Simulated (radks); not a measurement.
# In⁺ in [Ar] 3d10 4s2 4p5.75 4d10 5s2 5d0.25: an all-electron calculation

One table from this session's results is given with a row withheld; the runs are named, their logs left out.

The numbers are computed with radks (a radial shooting solver on a logarithmic mesh, Libxc functionals) version 1 (Dirac Kohn-Sham, exchange-only B88, spin-unpolarised, spherical densities, finite nucleus; open shells fill j = l - 1/2 first), except any that are marked as measured or tabulated.

## Starting point

- element: indium (Z = 49)
- charge: +1
- electrons: 48
- configuration: [Ar] 3d10 4s2 4p5.75 4d10 5s2 5d0.25
- nuclear rms radius: 4.6156 fm

Set-up of the first run:

Input:

```text
Z 49
configuration [Ar] 3d10 4s2 4p5.75 4d10 5s2 5d0.25
relativity Dirac
functional b88,
spin unpolarised
j_filling energy
nucleus finite rms 4.6156 fm
c 137.035999084
```

One of the session's tables, all rows but one given; the rest of the session is left out.

It belongs to the step «Radial structure». Radial moments (bohr):

| level | <r> | outermost maximum (interpolated) | 90 % within | nodes |
| --- | --- | --- | --- | --- |
| 1s1/2 | 0.02971 | 0.0192 | 0.0534 | 0 |
| 2s1/2 | 0.1281 | 0.109 | 0.198 | 1 |
| 2p1/2 | 0.1084 | 0.0838 | 0.178 | 0 |
| 2p3/2 | 0.1137 | 0.0883 | 0.185 | 0 |
| 3s1/2 | 0.3484 | 0.316 | 0.513 | 2 |
| 3p1/2 | 0.3394 | 0.302 | 0.511 | 1 |
| 3p3/2 | 0.3505 | 0.312 | 0.527 | 1 |
| 3d3/2 | 0.3223 | 0.256 | 0.509 | 0 |
| 3d5/2 | 0.3258 | 0.259 | 0.514 | 0 |
| 4s1/2 | 0.8466 | 0.769 | 1.23 | 3 |
| 4p1/2 | 0.8990 | 0.798 | 1.32 | 2 |
| 4p3/2 | 0.9292 | 0.823 | 1.37 | 2 |
| 4d3/2 | 1.158 | 0.922 | 1.82 | 1 |
| 4d5/2 | 1.174 | 0.932 | 1.84 | 1 |
| 5s1/2 | 2.447 | 2.09 | 3.61 | 4 |
| 5d3/2 | 6.354 | 5.23 | 9.74 | 2 |
| 5d5/2 | ? | ? | ? | ? |

**Question.** Estimate the row for 5d5/2.

The run gave: <r>: 6.401; outermost maximum (interpolated): 5.28; 90 % within: 9.80; nodes: 2. In the column «<r>» it is the highest.
